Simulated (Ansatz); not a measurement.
# Si8GeO16: the cost of one run

Method: DFT PBE, plane waves, PAW, scalar-relativistic, no spin polarisation, in Ansatz 0.2.0.

The COD cell was measured well above room temperature, so it is larger than a cold one.

### Step 1. The starting structure

The cell holds 25 atoms (GeO16Si8): a = 5.930 Å, b = 5.930 Å, c = 5.341 Å, α = 90.00°, β = 90.00°, γ = 90.00°.

The coordinates stand in the first input below.

### Step 2. Preparing the start

input.yaml reads:

```yaml
crystal:
  lattice:
    - [-4.1929, -4.1929, 0.0]
    - [4.1929, -4.1929, 0.0]
    - [0.0, 0.0, 5.3408]
  atoms:
    - { symbol: Si, position: [0.5, 0.5, 0.0] }
    - { symbol: Si, position: [0.0, 0.5, 0.25] }
    - { symbol: O, position: [0.1947, 0.5, 0.0] }
    - { symbol: O, position: [0.0, 0.1947, 0.25] }
    - { symbol: O, position: [0.8053, 0.5, 0.0] }
    - { symbol: O, position: [0.0, 0.8053, 0.25] }
    - { symbol: Si, position: [0.5, 0.5, 0.5] }
    - { symbol: Si, position: [0.0, 0.5, 0.75] }
    - { symbol: O, position: [0.1947, 0.5, 0.5] }
    - { symbol: O, position: [0.0, 0.1947, 0.75] }
    - { symbol: O, position: [0.8053, 0.5, 0.5] }
    - { symbol: O, position: [0.0, 0.8053, 0.75] }
    - { symbol: Si, position: [0.0, 0.0, 0.0] }
    - { symbol: Si, position: [0.5, 0.0, 0.25] }
    - { symbol: O, position: [0.6947, 0.0, 0.0] }
    - { symbol: O, position: [0.5, 0.6947, 0.25] }
    - { symbol: O, position: [0.3053, 0.0, 0.0] }
    - { symbol: O, position: [0.5, 0.3053, 0.25] }
    - { symbol: Si, position: [0.0, 0.0, 0.5] }
    - { symbol: Si, position: [0.5, 0.0, 0.75] }
    - { symbol: O, position: [0.6947, 0.0, 0.5] }
    - { symbol: O, position: [0.5, 0.6947, 0.75] }
    - { symbol: O, position: [0.3053, 0.0, 0.5] }
    - { symbol: O, position: [0.5, 0.3053, 0.75] }
    - { symbol: Ge, position: [0.2546281, 0.2570304, 0.6240839] }
basis:
  ecutwfc: 420.0
kpoints:
  mp_grid: { grid: [2, 2, 2] }
hamiltonian:
  xc: pbe
  pseudopotentials: { kind: paw, azcp: { folder: soft_1 } }
scf:
  occupations: { method: fermi_dirac, width: 0.02 }
  lower_state_search: "off"
relax:
  f_tol: 0.08
  max_steps: 25
  adjacent_minimum: "off"
```

On the command line:

```bash
ansatz run input.yaml --threads 1 --pin off --max-ram 3072MiB --backend cpu --events-out ev --progress --plain --runs-dir out
```

**Question.** How long does this run take on 1 thread of Arm Neoverse V2, shared host, and how much memory does it need?

About 89 s, with a peak of 0.47 GiB.
